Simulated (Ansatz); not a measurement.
This script for the Python package of Ansatz (0.2.0) starts 4 runs on C₂H₇FSSi, SMILES C[SiH](S)CF. What input does the engine get in each?

Script `methods_c2h7fssi.py`:
```python
from pathlib import Path

import ansatz
import numpy as np


def main() -> None:
    system = (
        ansatz.Crystal.molecule()
        .atom("C", [-1.3325, 0.4837, 0.6087])
        .atom("Si", [0.3142, 0.5549, -0.1387])
        .atom("S", [1.7031, 0.6632, 1.4728])
        .atom("C", [0.7456, -0.9355, -1.1512])
        .atom("F", [-0.2881, -1.0902, -2.122])
        .atom("H", [-1.5656, 1.4337, 1.2064])
        .atom("H", [-1.4982, -0.3483, 1.2366])
        .atom("H", [-2.1061, 0.5176, -0.1932])
        .atom("H", [0.4961, 1.8104, -0.9027])
        .atom("H", [1.3011, -0.4123, 2.1801])
        .atom("H", [1.627, -0.8824, -1.6358])
        .atom("H", [0.6804, -1.8499, -0.5268])
    )

    calculation = system.calculation().basis(gaussian="def2-SVP")

    print("functional    E (Ha)        dipole (D)   HOMO (eV)  LUMO (eV)")
    for name in ["r2scan", "blyp", "hse06", "pbe"]:
        report = calculation.functional(name).forces().orbitals().run(threads=1, runs_dir="runs").report
        lines = Path(report["orbitals_path"]).read_text().splitlines()
        field_of = lambda key: [line.split("=")[1].strip() for line in lines if line.startswith(key)]
        orbitals = [(27.211386 * float(e), s, float(n)) for e, s, n in zip(field_of("Ene="), field_of("Spin="), field_of("Occup="))]
        homo = max(e for e, _, n in orbitals if n > 0.5)
        lumo = min(e for e, _, n in orbitals if n < 0.5)
        dipole = 4.803205 * np.linalg.norm(report["charge_distribution"]["dipole_moment_e_ang"])
        print(f"{name:10s} {report['free_energy_ev'] / 27.211386246:14.6f} {dipole:9.3f} {homo:11.3f} {lumo:10.3f}")


if __name__ == "__main__":
    main()
```

Run 1:
```yaml
crystal:
  periodic: [false, false, false]
  atoms:
    - { symbol: C, position_ang: [-1.3325, 0.4837, 0.6087] }
    - { symbol: Si, position_ang: [0.3142, 0.5549, -0.1387] }
    - { symbol: S, position_ang: [1.7031, 0.6632, 1.4728] }
    - { symbol: C, position_ang: [0.7456, -0.9355, -1.1512] }
    - { symbol: F, position_ang: [-0.2881, -1.0902, -2.122] }
    - { symbol: H, position_ang: [-1.5656, 1.4337, 1.2064] }
    - { symbol: H, position_ang: [-1.4982, -0.3483, 1.2366] }
    - { symbol: H, position_ang: [-2.1061, 0.5176, -0.1932] }
    - { symbol: H, position_ang: [0.4961, 1.8104, -0.9027] }
    - { symbol: H, position_ang: [1.3011, -0.4123, 2.1801] }
    - { symbol: H, position_ang: [1.627, -0.8824, -1.6358] }
    - { symbol: H, position_ang: [0.6804, -1.8499, -0.5268] }
basis:
  gaussian:
    orbitals: def2-SVP
hamiltonian:
  xc: r2scan
output:
  orbitals: {}
  forces: true
```

Run 2, against run 1:
```diff
-  xc: r2scan
+  xc: blyp
```

Run 3, against run 1:
```diff
-  xc: r2scan
+  xc: hse06
```

Run 4, against run 1:
```diff
-  xc: r2scan
+  xc: pbe
```

```console
$ python methods_c2h7fssi.py
functional    E (Ha)        dipole (D)   HOMO (eV)  LUMO (eV)
r2scan        -867.466100     1.332      -6.236      0.056
blyp          -867.528719     1.193      -5.651     -0.096
hse06         -867.135829     1.297      -6.788      0.293
pbe           -867.074205     1.275      -5.863     -0.256
```

Reading the output:
- Total energies depend on the basis set; only differences at equal settings carry meaning.
- The geometry is a force-field or estimated start, not a minimum of this method, and the basis set is short of its limit. A lower total doesn't mark the better method: functionals have no common bound, and MP2 and coupled cluster aren't variational.
- Levels such as HOMO and LUMO are orbital energies: with these approximate functionals they aren't the ionisation energy and electron affinity, and their gap isn't the fundamental gap.
- hse06 follows the composition of plane-wave codes, whose totals differ by tens of mHa, up to about 0.1 Ha, from the form usual in Gaussian-basis programs (wpbeh).
- The whole script took 27 s on 1 thread of Arm Neoverse V1, with other jobs on the host, peak memory 0.34 GiB.
